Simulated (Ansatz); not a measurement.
**Ta (P6_3/mmc): all-electron equation of state in Python**

Where is the equilibrium volume of Ta (P6_3/mmc) with all electrons, and how stiff is it? Wanted for Ta (P6_3/mmc): an all-electron equation of state.

This is Ta in the hcp structure; at room conditions it is bcc.

All numbers are computed with Ansatz 0.2.0 through its Python package. Level of theory: DFT PBEsol, all-electron LAPW.

### 1 Starting point

Symmetry: P6_3/mmc, No. 194, hexagonal system. The conventional cell has a = 2.900 Å, b = 2.900 Å, c = 5.166 Å, α = 90.00°, β = 90.00°, γ = 120.00°. Ta (site symmetry -6m2) has 12 Ta at 2.90 to 3.08 Å as nearest neighbours.

No structure file is read: the coordinates are typed or built in the script.

### 2 Script

Input file eos_lapw_ta.py:

```python
'''All-electron equation of state of Ta.'''

import ansatz as az
from ase.eos import EquationOfState
from ase.units import GPa
import numpy as np

vectors0 = np.array([
    [2.900372, 0.0, 0.0],
    [-1.450186, 2.511796, 0.0],
    [0.0, 0.0, 5.166274],
])
sites = [
    ('Ta', (2 / 3, 1 / 3, 0.75)),
    ('Ta', (1 / 3, 2 / 3, 0.25)),
]


def make_crystal(cell):
    crystal = az.Crystal(lattice=az.Lattice.of(cell))
    for symbol, position in sites:
        crystal = crystal.atom(symbol, position)
    return crystal


def main() -> None:
    volumes, energies = [], []
    for scale in np.linspace(0.94, 1.06, 7):
        cell = vectors0 * scale ** (1 / 3)
        setup = (
            make_crystal(cell).calculation()
            .functional('pbesol')
            .occupations(az.OccupationsMethod.GAUSSIAN, width=0.1)
            .mixing('anderson')
            .scf(max_iterations=100)
            .kpoints(11, 11, 6)
            .pseudopotentials('all_electron', lapw=True, basis_error=0.002)
        )
        data = setup.run(threads=1).report
        volumes.append(abs(np.linalg.det(cell)) / len(sites))
        energies.append(data['free_energy_ev'] / len(sites))
        print(f'{scale:.3f} {volumes[-1]:9.4f} A^3/atom {energies[-1]:16.5f} eV/atom  (estimated basis error {1000 * data["lapw_basis_errors"]["total_ev_per_atom"]:.2f} meV/atom)')
    v0, e0, bulk = EquationOfState(volumes, energies, eos='birchmurnaghan').fit()
    print(f'V0 = {v0:.4f} A^3/atom, B0 = {bulk / GPa:.1f} GPa')


if __name__ == '__main__':
    main()
```

### 3 Launch

The run is started by

```bash
$ python eos_lapw_ta.py
```

**Question.** Where does the minimum lie against the volume typed, and how stiff is the crystal?

**Answer**, as computed:

```
                      quantity            value
                 runs compared                7
               range of energy  100.61 meV/atom
lowest point, volume (Å³/atom)           18.066
      equilibrium volume (fit)    18.11 Å³/atom
            bulk modulus (fit)          203 GPa
```

A third-order Birch-Murnaghan fit through the 7 points has its minimum at 18.11 Å³ an atom, 3.8 % below the typed cell, with a bulk modulus of 203 GPa and dB/dP = 3.9. From that minimum the energy rises by 6.5 meV an atom on the compressed side and 100.7 meV on the expanded side. The window is off centre, so dB/dP is rough. Notes:
- Shape and fractional positions are held along the curve, so the bulk modulus is an upper value where they are free to relax, by a factor of two or more in layered or hydrogen-bonded cells.
- Spin-orbit coupling, which matters for elements this heavy, is left out.
- This isn't the structure that Ta takes at ambient conditions. Whether this is the phase that is stable at ambient conditions was not tested.
